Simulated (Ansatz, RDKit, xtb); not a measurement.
**Si3H8O2: which of the isomers drawn lies lowest?, part 1 of 2**

A sample of isomers of Si3H8O2 is drawn. Aim: find which of them has the lowest free energy at 298.15 K, then its properties. The sample is small against all isomers, and the most stable one of this formula need not be in it.

The funnel: GFN2-xTB relaxations, single points with a density functional, relaxations at PBE0-D3(BJ)/def2-SVP, harmonic vibrations (at GFN2-xTB), and a last energy at a higher level. All values are calculated.

### Step 1. Candidates

Isomers were taken from a list of plausible structures; this is a sample, not all of them. That gives 4 candidates.

```tsv
label	SMILES	spin
c287	O[SiH](O)[SiH2][SiH3]	singlet
c433	O[Si](O)([SiH3])[SiH3]	singlet
c748	O[SiH2][Si@@H](O)[SiH3]	singlet
c892	O[SiH2][SiH2][SiH2]O	singlet
```

Candidates are built by distance geometry, with a force field where one applies, in up to four conformers (letters a to d).

### Step 2. Search with GFN2-xTB

All 11 starts are relaxed the same way. One of them, c433a (taken from a list of positional isomers, embedded by distance geometry and MMFF94), in full:

File start.xyz:

```xyz
13
c433a
O     -1.703305     0.603945     1.842578
O     -1.013651     2.546031     0.170412
Si    -1.283016     0.965193     0.258888
Si    -2.915246     0.269955    -1.214457
Si     0.590482    -0.330610    -0.350164
H     -2.491493     1.096607     2.191056
H     -0.251096     2.935238     0.777205
H     -2.576160     0.647164    -2.638464
H     -3.136983    -1.190198    -1.152973
H     -4.204307     0.946150    -0.883711
H      0.896244    -0.018363    -1.793431
H      1.776980     0.048236     0.461861
H      0.336677    -1.782699    -0.223563
```

Command:

```console
xtb start.xyz --gfn 2 --opt
```

Output, shortened:

```text
* xtb version 6.7.1
[...]
          :  # basis functions                  46          :
[...]
          :  # electrons                        32          :
[...]
          :  Hamiltonian                  GFN2-xTB          :
[...]
          :  net charge                          0          :
          :  unpaired electrons                  0          :
[...]
   *** convergence criteria satisfied after 13 iterations ***
[...]
   *** GEOMETRY OPTIMIZATION CONVERGED AFTER 16 ITERATIONS ***
[...]
   *** convergence criteria satisfied after 3 iterations ***
[...]
         ::                     SUMMARY                     ::
         :::::::::::::::::::::::::::::::::::::::::::::::::::::
         :: total energy             -17.472970769433 Eh    ::
         :: gradient norm              0.000597193348 Eh/a0 ::
         :: HOMO-LUMO gap              3.634566465545 eV    ::
         ::.................................................::
         :: SCC energy               -17.598165665138 Eh    ::
         :: -> isotropic ES            0.077894581765 Eh    ::
         :: -> anisotropic ES          0.002207016155 Eh    ::
         :: -> anisotropic XC          0.003938992539 Eh    ::
         :: -> dispersion             -0.009303982392 Eh    ::
         :: repulsion energy           0.125194895705 Eh    ::
         :: add. restraining           0.000000000000 Eh    ::
         :: total charge               0.000000000000 e     ::
         :::::::::::::::::::::::::::::::::::::::::::::::::::::
[...]
        16        2.0000           -0.3410519              -9.2805 (HOMO)
        17                         -0.2074841              -5.6459 (LUMO)
[...]
     #   Z          covCN         q      C6AA      α(0)
     1   8 O        1.575    -0.527    23.539     6.547
     2   8 O        1.575    -0.527    23.540     6.547
     3  14 Si       3.428     0.442   106.068    20.152
     4  14 Si       3.693     0.378   100.269    19.180
     5  14 Si       3.693     0.378   100.269    19.180
     6   1 H        0.808     0.286     0.764     1.372
     7   1 H        0.808     0.286     0.763     1.372
     8   1 H        0.918    -0.121     6.362     3.945
     9   1 H        0.916    -0.135     6.983     4.133
    10   1 H        0.916    -0.101     5.610     3.705
    11   1 H        0.916    -0.135     6.987     4.134
    12   1 H        0.916    -0.101     5.614     3.706
    13   1 H        0.918    -0.121     6.351     3.942
[...]
     #   Z sym  total        # sym  WBO       # sym  WBO       # sym  WBO
 ---------------------------------------------------------------------------
     1   8 O    2.110 --     3 Si   1.130     6 H    0.894
     2   8 O    2.110 --     3 Si   1.130     7 H    0.894
     3  14 Si   4.059 --     2 O    1.130     1 O    1.130     4 Si   0.798
                             5 Si   0.798
     4  14 Si   3.610 --     8 H    0.903     9 H    0.899    10 H    0.897
                             3 Si   0.798
     5  14 Si   3.609 --    13 H    0.903    11 H    0.899    12 H    0.897
                             3 Si   0.798
     6   1 H    0.918 --     1 O    0.894
     7   1 H    0.918 --     2 O    0.894
     8   1 H    0.985 --     4 Si   0.903
     9   1 H    0.982 --     4 Si   0.899
    10   1 H    0.986 --     4 Si   0.897
[...]
molecular dipole:
                 x           y           z       tot (Debye)
 q only:       -0.019       0.163       0.186
   full:       -0.057       0.512       0.585       1.981
molecular quadrupole (traceless):
[...]
          | TOTAL ENERGY              -17.472970769433 Eh   |
          | GRADIENT NORM               0.000597193348 Eh/α |
          | HOMO-LUMO GAP               3.634566465545 eV   |
           -------------------------------------------------
[...]
```

It took 0.27 s on 2 threads of Intel Xeon Platinum 8259CL at 2.50GHz (Skylake/Cascade Lake), shared host.

### Step 3. The minima found

11 of the 11 relaxations converged. 11 distinct structures remain:

```tsv
label	start	SMILES after	spin	energy (kcal/mol)
c748c	drawn	O[SiH2][Si@@H](O)[SiH3]	singlet	0.0
c892c	drawn	O[SiH2][SiH2][SiH2]O	singlet	0.5
c748d	drawn	O[SiH2][Si@@H](O)[SiH3]	singlet	1.0
c892b	drawn	O[SiH2][SiH2][SiH2]O	singlet	1.6
c748a	drawn	O[SiH2][Si@@H](O)[SiH3]	singlet	1.9
c287c	drawn	O[SiH](O)[SiH2][SiH3]	singlet	2.7
c287a	drawn	O[SiH](O)[SiH2][SiH3]	singlet	3.2
c433a	drawn	O[Si](O)([SiH3])[SiH3]	singlet	3.4
c892a	drawn	O[SiH2][SiH2][SiH2]O	singlet	3.7
c287b	drawn	O[SiH](O)[SiH2][SiH3]	singlet	4.0
c748b	drawn	O[SiH2][Si@@H](O)[SiH3]	singlet	4.1
```

### Step 4. Second filter: single points

A choice of the minima (the low ones first, few conformers of a pattern, up to a cap) and the lowest that fell apart get a single point at r2SCAN-D4/def2-SVP on the tight-binding geometry, and one at HF/STO-3G for comparison. The lowest singlets are also tried as triplets at the same geometry (label ending in t). Within 40 kcal/mol but not screened, among others: c748a, c892a, c287b, c748b. The first, c748c:

File input.yaml:

```yaml
basis:
  gaussian: {orbitals: def2-SVP}
crystal:
  periodic: [false, false, false]
  atoms:
    - {symbol: O, position_ang: [0.926295, 1.929544, -0.725582]}
    - {symbol: O, position_ang: [-2.874579, 0.019813, -1.325361]}
    - {symbol: Si, position_ang: [-0.110385, 1.215510, -1.769542]}
    - {symbol: Si, position_ang: [-1.681421, 0.456558, -0.281889]}
    - {symbol: Si, position_ang: [-1.126144, -1.335002, 1.087997]}
    - {symbol: H, position_ang: [1.722667, 2.357550, -1.027144]}
    - {symbol: H, position_ang: [-0.484657, 2.191511, -2.805544]}
    - {symbol: H, position_ang: [0.622913, 0.172130, -2.509654]}
    - {symbol: H, position_ang: [-2.254838, 1.526214, 0.572936]}
    - {symbol: H, position_ang: [-3.712268, -0.328054, -1.033179]}
    - {symbol: H, position_ang: [-2.294577, -2.019538, 1.668247]}
    - {symbol: H, position_ang: [-0.281775, -0.959268, 2.224457]}
    - {symbol: H, position_ang: [-0.399727, -2.394115, 0.373690]}
magnetization: {spin_polarized: false}
hamiltonian: {xc: {name: r2SCAN}, dispersion: d4}
scf: {lower_state_search: off}
output: {orbitals: {seedname: orbitals}}
```

Command:

```console
ansatz run input.yaml --threads 2 --pin off --max-ram 5220MiB --events-out events.jsonl --progress --plain --runs-dir runs
```

Output, shortened:

```text
Warning: RAYON_NUM_THREADS=2 ignored (pool sized by the plan → 2); use --threads N
Functional definition: r2SCAN
  name "r2SCAN"
[...]
1338 factors; their error is unknown
[...]
mean field -27843.64192440 eV, -1023.2349676232 hartree, gradient 6.1e-6 eV, S^2 0.000000; 0 other end points of the search recorded, 0 dependent functions left out
reference -27843.64193708 eV, -1023.2349680894 hartree; 33, 33 occupied and 89, 89 virtual orbitals, 1338 factors
Total energy: -27843.72068299 eV, -1023.2378619481 hartree
Checks for a lower state left out: stability, starts, cluster_reference, orbital_swaps, neighbouring_geometries, increment
```

Run time: 2.5 s. Hardware: 2 threads of Intel Xeon Platinum 8259CL at 2.50GHz (Skylake/Cascade Lake), shared host; peak memory 0.17 GiB.

Relative energies in kcal/mol, each column from its lowest structure that stays in one piece:

```tsv
label	SMILES	spin	GFN2-xTB	HF/STO-3G	r2SCAN-D4/def2-SVP
c287a	O[SiH](O)[SiH2][SiH3]	singlet	3.2	0.0	0.0
c287c	O[SiH](O)[SiH2][SiH3]	singlet	2.7	1.1	0.1
c433a	O[Si](O)([SiH3])[SiH3]	singlet	3.4	2.6	3.6
c892c	O[SiH2][SiH2][SiH2]O	singlet	0.5	7.0	6.9
c892b	O[SiH2][SiH2][SiH2]O	singlet	1.6	8.1	10.3
c748c	O[SiH2][Si@@H](O)[SiH3]	singlet	0.0	10.7	13.5
c748d	O[SiH2][Si@@H](O)[SiH3]	singlet	1.0	11.7	14.0
c433at	O[Si](O)([SiH3])[SiH3]	triplet	–	–	114.4
c287at	O[SiH](O)[SiH2][SiH3]	triplet	–	–	129.2
```

Measured from c287a, GFN2-xTB misplaces c748c by 17 kcal/mol against r2SCAN-D4/def2-SVP, so minima dropped on its energies alone could hide the lowest isomer.

### Step 5. Relaxing the best candidates

4 candidates are relaxed at PBE0-D3(BJ)/def2-SVP (chosen among the lowest in one piece, one conformer a pattern). The first, c287a:

File input.yaml:

```yaml
basis:
  gaussian:
    orbitals: def2-SVP
crystal:
  periodic: [false, false, false]
  atoms:
    - {symbol: O, position_ang: [-1.782595, 1.928809, 1.707405]}
    - {symbol: O, position_ang: [-1.830489, 0.241569, -0.408895]}
    - {symbol: Si, position_ang: [-1.026156, 1.453770, 0.339158]}
    - {symbol: Si, position_ang: [1.027036, 0.462204, 0.620952]}
    - {symbol: Si, position_ang: [2.158929, -0.066173, -1.322751]}
    - {symbol: H, position_ang: [-1.828647, 1.380275, 2.484095]}
    - {symbol: H, position_ang: [-1.176852, 2.697804, -0.410214]}
    - {symbol: H, position_ang: [-2.763167, 0.300496, -0.599675]}
    - {symbol: H, position_ang: [0.913408, -0.743800, 1.473371]}
    - {symbol: H, position_ang: [1.866078, 1.337405, 1.466233]}
    - {symbol: H, position_ang: [3.500539, -0.604988, -1.075732]}
    - {symbol: H, position_ang: [2.353101, 1.107975, -2.182705]}
    - {symbol: H, position_ang: [1.469774, -1.063917, -2.145043]}
hamiltonian:
  xc: pbe0
  dispersion: d3bj
scf:
  lower_state_search: off
relax:
  f_tol: 0.006
```

Command:

```console
ansatz run input.yaml --threads 2 --pin off --max-ram 5220MiB --events-out events.jsonl --progress --plain --runs-dir runs
```

Output:

```text
Warning: RAYON_NUM_THREADS=2 ignored (pool sized by the plan → 2); use --threads N
The last accepted step is kept in runs//last_step.txt (removed where the run ends without a failure and the disk answers)
Functional definition: PBE0
  name "PBE0"
  parameter a = 0.25
  parameter kappa = 0.804
  parameter beta = 0.06672455060314922
  exchange = (1 - a)*pbe_x(kappa = kappa, mu = beta*pi^2/3) + a*exact_x
  correlation = pbe_c(beta = beta)
these checks for a lower state are left out or cut short: stability, starts, cluster_reference, orbital_swaps, neighbouring_geometries, increment
1232 factors; integrals over basis functions are off by at most 4.4e-4 eV
mean field evaluation 1: about -27827.3705 eV, gradient 6.2e1 eV
mean field evaluation 2: about -27818.7104 eV, gradient 9.2e1 eV
mean field evaluation 4: about -27834.0067 eV, gradient 2.0e0 eV
mean field evaluation 8: about -27834.0128 eV, gradient 2.4e-2 eV
mean field evaluation 16: about -27834.0128 eV, gradient 4.5e-6 eV
mean field -27834.01284683 eV, -1022.8811055496 hartree, gradient 4.5e-6 eV, S^2 0.000000; 0 other end points of the search recorded, 0 dependent functions left out
the calculation of the forces begins
reference -27834.01287852 eV, -1022.8811067142 hartree; 33, 33 occupied and 89, 89 virtual orbitals, 1232 factors
relax step   1: F+E_penalty+E_count = -27834.29502990 eV  Δ(F+E_penalty+E_count) = +0.000e0 eV  max|allowed force component| = 1.029e0 eV/Å  Δτ_max = 0.0000 Å  (14 SCF iters, accepted)
these checks for a lower state are left out or cut short: stability, starts, cluster_reference, orbital_swaps, neighbouring_geometries, increment
1232 factors; integrals over basis functions are off by at most 5.4e-4 eV
mean field -27834.18602497 eV, -1022.8874697287 hartree, gradient 2.1e-6 eV, S^2 0.000000; 0 other end points of the search recorded, 0 dependent functions left out
the calculation of the forces begins
reference -27834.18605700 eV, -1022.8874709057 hartree; 33, 33 occupied and 89, 89 virtual orbitals, 1232 factors
relax step   2: F+E_penalty+E_count = -27834.46759572 eV  Δ(F+E_penalty+E_count) = -1.726e-1 eV  max|allowed force component| = 4.481e-1 eV/Å  Δτ_max = 0.1513 Å  (18 SCF iters, accepted)
these checks for a lower state are left out or cut short: stability, starts, cluster_reference, orbital_swaps, neighbouring_geometries, increment
1232 factors; integrals over basis functions are off by at most 5.4e-4 eV
mean field -27834.21039899 eV, -1022.8883654573 hartree, gradient 1.4e-6 eV, S^2 0.000000; 0 other end points of the search recorded, 0 dependent functions left out
the calculation of the forces begins
reference -27834.21043096 eV, -1022.8883666324 hartree; 33, 33 occupied and 89, 89 virtual orbitals, 1232 factors
relax step   3: F+E_penalty+E_count = -27834.49171844 eV  Δ(F+E_penalty+E_count) = -2.412e-2 eV  max|allowed force component| = 2.206e-1 eV/Å  Δτ_max = 0.1036 Å  (18 SCF iters, accepted)
[... from here on, the SCF cycles and remarks between the steps are left out ...]
relax step   4: F+E_penalty+E_count = -27834.51044471 eV  Δ(F+E_penalty+E_count) = -1.873e-2 eV  max|allowed force component| = 3.581e-1 eV/Å  Δτ_max = 0.1465 Å  (18 SCF iters, accepted)
relax step   5: F+E_penalty+E_count = -27834.51916910 eV  Δ(F+E_penalty+E_count) = -8.724e-3 eV  max|allowed force component| = 7.177e-2 eV/Å  Δτ_max = 0.0616 Å  (17 SCF iters, accepted)
relax step   6: F+E_penalty+E_count = -27834.52093652 eV  Δ(F+E_penalty+E_count) = -1.767e-3 eV  max|allowed force component| = 8.436e-2 eV/Å  Δτ_max = 0.0603 Å  (17 SCF iters, accepted)
relax step   7: F+E_penalty+E_count = -27834.52339967 eV  Δ(F+E_penalty+E_count) = -2.463e-3 eV  max|allowed force component| = 1.133e-1 eV/Å  Δτ_max = 0.0743 Å  (14 SCF iters, accepted)
relax step   8: F+E_penalty+E_count = -27834.52521701 eV  Δ(F+E_penalty+E_count) = -1.817e-3 eV  max|allowed force component| = 1.646e-1 eV/Å  Δτ_max = 0.0797 Å  (17 SCF iters, accepted)
relax step   9: F+E_penalty+E_count = -27834.52654377 eV  Δ(F+E_penalty+E_count) = -1.327e-3 eV  max|allowed force component| = 1.341e-1 eV/Å  Δτ_max = 0.0777 Å  (17 SCF iters, accepted)
relax step  10: F+E_penalty+E_count = -27834.52739032 eV  Δ(F+E_penalty+E_count) = -8.466e-4 eV  max|allowed force component| = 2.034e-1 eV/Å  Δτ_max = 0.0938 Å  (18 SCF iters, accepted)
relax step  11: F+E_penalty+E_count = -27834.52926872 eV  Δ(F+E_penalty+E_count) = -1.878e-3 eV  max|allowed force component| = 1.641e-1 eV/Å  Δτ_max = 0.0306 Å  (15 SCF iters, accepted)
relax step  12: F+E_penalty+E_count = -27834.53011124 eV  Δ(F+E_penalty+E_count) = -8.425e-4 eV  max|allowed force component| = 7.625e-2 eV/Å  Δτ_max = 0.0221 Å  (15 SCF iters, accepted)
relax step  13: F+E_penalty+E_count = -27834.53156131 eV  Δ(F+E_penalty+E_count) = -1.450e-3 eV  max|allowed force component| = 3.733e-2 eV/Å  Δτ_max = 0.0183 Å  (15 SCF iters, accepted)
relax step  14: F+E_penalty+E_count = -27834.53209464 eV  Δ(F+E_penalty+E_count) = -5.333e-4 eV  max|allowed force component| = 1.917e-2 eV/Å  Δτ_max = 0.0350 Å  (15 SCF iters, accepted)
relax step  15: F+E_penalty+E_count = -27834.53256429 eV  Δ(F+E_penalty+E_count) = -4.697e-4 eV  max|allowed force component| = 2.086e-2 eV/Å  Δτ_max = 0.0542 Å  (14 SCF iters, accepted)
relax step  16: F+E_penalty+E_count = -27834.53282742 eV  Δ(F+E_penalty+E_count) = -2.631e-4 eV  max|allowed force component| = 2.497e-2 eV/Å  Δτ_max = 0.0496 Å  (14 SCF iters, accepted)
relax step  17: F+E_penalty+E_count = -27834.53296083 eV  Δ(F+E_penalty+E_count) = -1.334e-4 eV  max|allowed force component| = 2.443e-2 eV/Å  Δτ_max = 0.0194 Å  (15 SCF iters, accepted)
relax step  18: F+E_penalty+E_count = -27834.53316460 eV  Δ(F+E_penalty+E_count) = -2.038e-4 eV  max|allowed force component| = 2.926e-2 eV/Å  Δτ_max = 0.0335 Å  (14 SCF iters, accepted)
relax step  19: F+E_penalty+E_count = -27834.53324218 eV  Δ(F+E_penalty+E_count) = -7.758e-5 eV  max|allowed force component| = 2.687e-2 eV/Å  Δτ_max = 0.0153 Å  (15 SCF iters, accepted)
relax step  20: F+E_penalty+E_count = -27834.53331100 eV  Δ(F+E_penalty+E_count) = -6.882e-5 eV  max|allowed force component| = 1.901e-2 eV/Å  Δτ_max = 0.0238 Å  (15 SCF iters, accepted)
relax step  21: F+E_penalty+E_count = -27834.53337197 eV  Δ(F+E_penalty+E_count) = -6.097e-5 eV  max|allowed force component| = 1.276e-2 eV/Å  Δτ_max = 0.0052 Å  (12 SCF iters, accepted)
relax step  22: F+E_penalty+E_count = -27834.53337488 eV  Δ(F+E_penalty+E_count) = -2.911e-6 eV  max|allowed force component| = 8.662e-3 eV/Å  Δτ_max = 0.0082 Å  (14 SCF iters, accepted)
relax step  23: F+E_penalty+E_count = -27834.53339816 eV  Δ(F+E_penalty+E_count) = -2.328e-5 eV  max|allowed force component| = 3.487e-3 eV/Å  Δτ_max = 0.0050 Å  (14 SCF iters, accepted)
these checks for a lower state are left out or cut short: stability, starts, cluster_reference, orbital_swaps, neighbouring_geometries, increment
1232 factors; integrals over basis functions are off by at most 7.0e-4 eV
mean field -27834.24468142 eV, -1022.8896253136 hartree, gradient 1.7e-6 eV, S^2 0.000000; 0 other end points of the search recorded, 0 dependent functions left out
the calculation of the forces begins
reference -27834.24471276 eV, -1022.8896264651 hartree; 33, 33 occupied and 89, 89 virtual orbitals, 1232 factors
relax step  24: F+E_penalty+E_count = -27834.53340387 eV  Δ(F+E_penalty+E_count) = -5.716e-6 eV  max|allowed force component| = 2.595e-3 eV/Å  Δτ_max = 0.0062 Å  (13 SCF iters, accepted)
Total energy: -27834.53343521 eV, -1022.9002368195 hartree
Atom 0 at    -1.941411     1.484194     1.778338 Å, force    -0.000470     0.000122     0.001411 eV/Å
Atom 1 at    -1.540957     0.481812    -0.782629 Å, force    -0.001626     0.001511    -0.000136 eV/Å
Atom 2 at    -0.979384     1.495042     0.419353 Å, force    -0.000931    -0.001110    -0.002259 eV/Å
Atom 3 at     1.185328     0.670616     0.777852 Å, force     0.000812    -0.000002    -0.001274 eV/Å
Atom 4 at     1.938278    -0.198197    -1.264363 Å, force     0.000829     0.000970     0.002595 eV/Å
Atom 5 at    -1.918461     0.681077     2.307572 Å, force    -0.000222    -0.000483     0.000273 eV/Å
Atom 6 at    -1.016681     2.916477    -0.027610 Å, force    -0.000089     0.000289    -0.000286 eV/Å
Atom 7 at    -2.378566     0.716042    -1.195696 Å, force     0.002170    -0.000207     0.000880 eV/Å
Atom 8 at     1.156416    -0.416120     1.811618 Å, force    -0.000110    -0.000013    -0.000087 eV/Å
Atom 9 at     2.091741     1.754589     1.273925 Å, force     0.000359    -0.000697    -0.000457 eV/Å
Atom 10 at     3.379267    -0.595437    -1.196689 Å, force     0.000246    -0.000030    -0.000168 eV/Å
Atom 11 at     1.782869     0.837477    -2.331615 Å, force    -0.000280     0.000528    -0.000671 eV/Å
Atom 12 at     1.122520    -1.396143    -1.623856 Å, force    -0.000687    -0.000880     0.000179 eV/Å
Dipole moment:    -0.231431    -0.097648     0.027657 e Å
Checks for a lower state left out: stability, starts, cluster_reference, orbital_swaps, neighbouring_geometries, increment
```

It took 74 s on 2 threads of Intel Xeon Platinum 8259CL at 2.50GHz (Skylake/Cascade Lake), shared host; peak memory 0.27 GiB.

Energy change by step (eV): 0.0000, -0.1726, -0.1967, -0.2154, -0.2241, -0.2259, -0.2284, -0.2302, -0.2315, -0.2324, -0.2342, -0.2351, -0.2365, -0.2371, -0.2375, -0.2378, -0.2379, -0.2381, -0.2382, -0.2383, -0.2383, -0.2383, -0.2384, -0.2384.

After the run. Bond lengths: O1–Si3 1.665 Å, O2–Si3 1.669 Å, Si3–Si4 2.344 Å, Si4–Si5 2.344 Å, O1–H6 0.962 Å, Si3–H7 1.491 Å, O2–H8 0.963 Å, Si4–H9 1.500 Å, Si4–H10 1.498 Å, Si5–H11 1.496 Å, Si5–H12 1.495 Å, Si5–H13 1.493 Å. Some angles: O1–Si3–O2 112.9°, O1–Si3–Si4 114.0°, O2–Si3–Si4 102.0°, Si3–Si4–Si5 107.1°, O1–Si3–H7 103.7°, O2–Si3–H7 110.8°, Si4–Si3–H7 113.9°, Si3–O1–H6 116.1°, Si3–O2–H8 117.0°, Si3–Si4–H9 110.0°.

(Continued in part 2 of 2.)
